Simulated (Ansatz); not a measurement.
# Cl2GeH2S2: up Jacob's ladder to CCSD(T)

Aim: compute Cl2GeH2S2 with functionals from several rungs and with coupled cluster, and see how far each lands from CCSD(T) at the basis-set limit for the atomisation energy.

Program: Ansatz 0.2.0, Gaussian basis. Level of theory: functionals in def2-TZVPP, the program's frozen cores in correlated methods. These are calculated values, not measurements.

Levels to be run: LDA (SPW92), PBE-D4, revPBE-D4, BLYP-D4, r2SCAN-D4, B97M-V, PBE0-D4, B3LYP-D4, r2SCANh-D4, r2SCAN0-D4, HSE06-D4, BHLYP-D4, CAM-B3LYP-D4, LC-ωPBE, ωB97X-V, ωB97M-V, B2PLYP, PBE-QIDH; CCSD(T)/def2-SVP; CCSD(T)/def2-TZVPP; MP2/def2-QZVPP; extrapolation to the limit; RPA on PBE.

### Step 1. The relaxed structure

All runs share one geometry, relaxed beforehand with PBE0-D4 in a triple-zeta def2 set.

SMILES `[SH][Ge]([SH])([Cl])[Cl]`, 7 atoms, charge 0, spin multiplicity 1.

Atoms are counted from 1 here; the program's logs count them from 0.

Bond lengths: S1–Ge2 2.194 Å, S1–H6 1.344 Å, Ge2–S3 2.194 Å, Ge2–Cl4 2.143 Å, Ge2–Cl5 2.143 Å, S3–H7 1.344 Å. Angles: Ge2–S1–H6 92.6°, S1–Ge2–S3 107.3°, S1–Ge2–Cl4 113.2°, S1–Ge2–Cl5 109.1°, S3–Ge2–Cl4 109.0°, S3–Ge2–Cl5 113.2°, Cl4–Ge2–Cl5 105.1°, Ge2–S3–H7 92.6°.

Coordinates:

```xyz
7
Cl2GeH2S2
S    -1.6000    0.5142    1.2927
Ge    0.0125    0.0156   -0.1098
S     1.5299   -1.1053    1.0113
Cl   -0.6477   -1.1690   -1.7697
Cl    0.7681    1.8236   -0.9785
H    -1.9502    1.6091    0.5959
H     1.9484   -1.7565   -0.0877
```

### Step 2. LDA

This LDA is Slater exchange with PW92 correlation.

Input file in.yaml:

```yaml
crystal:
  periodic: [false, false, false]
  atoms:
    - {symbol: S, position_ang: [-1.599958, 0.514241, 1.292747]}
    - {symbol: Ge, position_ang: [0.012488, 0.015636, -0.109782]}
    - {symbol: S, position_ang: [1.529874, -1.105251, 1.011258]}
    - {symbol: Cl, position_ang: [-0.647670, -1.168993, -1.769683]}
    - {symbol: Cl, position_ang: [0.768100, 1.823629, -0.978482]}
    - {symbol: H, position_ang: [-1.950179, 1.609120, 0.595921]}
    - {symbol: H, position_ang: [1.948445, -1.756481, -0.087681]}
basis:
  gaussian: {orbitals: def2-TZVPP}
hamiltonian: {xc: lda}
output: {orbitals: {seedname: orbitals}}
```

The run is started by

```
$ ansatz run in.yaml --threads 4 --pin off --events-out ev --progress --plain --max-ram 10444MiB
```

The runs that follow: PBE-D4 (GGA); revPBE-D4 (GGA); BLYP-D4 (GGA); r2SCAN-D4 (meta-GGA); B97M-V (meta-GGA); B3LYP-D4 (hybrid); r2SCANh-D4 (hybrid); r2SCAN0-D4 (hybrid); HSE06-D4 (hybrid); BHLYP-D4 (hybrid); CAM-B3LYP-D4 (range-separated); LC-ωPBE (range-separated); ωB97X-V (range-separated); ωB97M-V (range-separated); B2PLYP (double hybrid); PBE-QIDH (double hybrid); CCSD(T) in def2-SVP; CCSD(T) in def2-TZVPP; MP2 in def2-QZVPP; RPA on PBE orbitals.

Q: Predict the results of all the runs planned. Wanted: atomisation energy, CCSD(T)/CBS; farthest beyond LDA; mean size of error, GGA; mean size of error, meta-GGA; mean size of error, hybrid; mean size of error, range-separated; mean size of error, double hybrid; gap, smallest and largest; T1 diagnostic.

As calculated:

```
                               quantity                                                                 value
        atomisation energy, CCSD(T)/CBS                                                             20.839 eV
    functionals within 0.208 eV (1.0 %)  revPBE-D4, PBE0-D4, r2SCANh-D4, HSE06-D4, ωB97X-V, ωB97M-V, PBE-QIDH
                    farthest beyond LDA                                                  BHLYP-D4 (-0.987 eV)
                mean size of error, GGA                                                              0.369 eV
           mean size of error, meta-GGA                                                              0.373 eV
             mean size of error, hybrid                                                              0.293 eV
    mean size of error, range-separated                                                              0.358 eV
      mean size of error, double hybrid                                                              0.363 eV
              gap, smallest and largest                             4.01 eV (LDA (SPW92)), 11.38 eV (LC-ωPBE)
                          T1 diagnostic                                                                0.0103
triples share of the correlation energy                                                                 4.4 %
```

What this shows: LDA overbinds by 3.502 eV (17 %). PBE-D4 is off by +0.386 eV. Double hybrids carry the basis error of their MP2 part in triple zeta, and no dispersion term here, so their miss is partly the set-up's. By mean error the best rung here is hybrid (0.293 eV) and the worst beyond LDA is meta-GGA (0.373 eV). The gap between the best rungs is small, so their order is not settled. Misses under about 0.208 eV are within the doubt on the reference itself, which lacks core-valence correlation, relativity and higher excitations, and its outer-core shells are covered unevenly. Hartree-Fock recovers 68 % of the binding; the rest is correlation. CCSD(T) in def2-SVP is off by -2.189 eV, which most functionals beat. The gap grows from 4.0 to 11.4 eV across the functionals, mostly with the share of exact exchange. Correlated methods include outer-core shells of Ge, which these sets cover unevenly.
